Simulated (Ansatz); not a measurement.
# TiSb2: properties at the relaxed cell

One table from this session's results is given with a row withheld; the runs are named, their logs left out.

Method: DFT PBEsol, scalar-relativistic, plane waves, PAW, in Ansatz 0.2.0.

1 further run of the same task is left out (set aside as unsound or not needed). Runs told in other sessions of the task aren't counted.

### The system as given

Symmetry: I4/mcm, No. 140, tetragonal system. Conventional cell: a = 6.635 Å, b = 6.635 Å, c = 5.714 Å, α = 90.00°, β = 90.00°, γ = 90.00°. Ti (site symmetry 422) is surrounded by 2 Ti at 2.86 Å and 8 Sb at 2.89 Å. Around Sb (site symmetry m2m) lie 1 Sb at 2.87 Å and 4 Ti at 2.89 Å.

Coordinates:

```cif
data_structure
_symmetry_space_group_name_H-M 'P 1'
_symmetry_Int_Tables_number 1
_cell_length_a 5.4931
_cell_length_b 5.4931
_cell_length_c 5.4931
_cell_angle_alpha 105.695
_cell_angle_beta 105.695
_cell_angle_gamma 117.321
_cell_volume 125.78
loop_
_atom_site_label
_atom_site_type_symbol
_atom_site_fract_x
_atom_site_fract_y
_atom_site_fract_z
_atom_site_occupancy
Ti1 Ti 0.25000 0.25000 0.00000 1
Ti2 Ti 0.75000 0.75000 0.00000 1
Sb1 Sb 0.65300 0.15300 0.80601 1
Sb2 Sb 0.15300 0.34700 0.50000 1
Sb3 Sb 0.34700 0.84700 0.19399 1
Sb4 Sb 0.84700 0.65300 0.50000 1
```

This cell was relaxed beforehand with the same method: volume 20.96 Å³/atom, gap on the mesh none (metal).

The first run:

File input.yaml:

```yaml
crystal:
  lattice:
    - [-3.2840069304, 3.2840069304, 2.8281649988]
    - [3.2840069304, -3.2840069304, 2.8281649988]
    - [3.2840069304, 3.2840069304, -2.8281649988]
  atoms:
    - { symbol: Ti, position: [0.25, 0.25, 0.0] }
    - { symbol: Ti, position: [0.75, 0.75, 0.0] }
    - { symbol: Sb, position: [0.6530026767, 0.1530026767, 0.8060053535] }
    - { symbol: Sb, position: [0.1530026767, 0.3469973233, 0.5] }
    - { symbol: Sb, position: [0.3469973233, 0.8469973233, 0.1939946465] }
    - { symbol: Sb, position: [0.8469973233, 0.6530026767, 0.5] }
basis:
  ecutwfc: 420
kpoints:
  mp_grid: { grid: [8, 8, 8] }
hamiltonian:
  xc: pbesol
scf:
  occupations: { method: gaussian, width: 0.1 }
output:
  forces: true
  stress: true
  eigenvalues: true
relax:
  adjacent_minimum: "off"
  f_tol: 0.01
  max_steps: 30
  cell: { stress_tol: 0.1, fix: [volume] }
```

On the command line:

```sh
$ ansatz run input.yaml --threads 1 --pin off --max-ram 2560MiB --backend cpu --events-out ev --progress --plain --runs-dir out
```

Steps of the session up to this table: Volume × 0.97; Point at V/V0 = 1.03; The cell scaled to 0.94 of its volume; Volume × 1.06; Point at V/V0 = 0.91; Point at V/V0 = 1.10; Volume × 0.88.

One table of the session follows, with a row left open; its other results are not shown here.

It belongs to the step «Energy against volume». 

```
volume (Å³/atom)  energy above the lowest point (meV/atom)  pressure (GPa)
          18.447                                     117.7           16.87
          19.076                                      62.2           11.54
          19.705                                      26.1            7.04
          20.334                                       6.1            3.22
          20.963                                       0.0           -0.01
          21.592                                         ?               ?
          22.221                                      20.9           -5.05
          23.059                                      54.3           -7.59
```

Estimate the missing values for volume (Å³/atom) = 21.592.

Worked estimate for «energy above the lowest point (meV/atom)». A straight line through the neighbours (20.963, 0.0) and (22.221, 20.9) gives 0.0 + (20.9 − 0.0) × (21.592 − 20.963) / (22.221 − 20.963) = 10.4; a parabola fitted to 4 rows on both sides gives 5.7.

As computed: energy above the lowest point (meV/atom): 5.5; pressure (GPa): -2.74. In «energy above the lowest point (meV/atom)» the line misses by +4.9 and the parabola by +0.2.
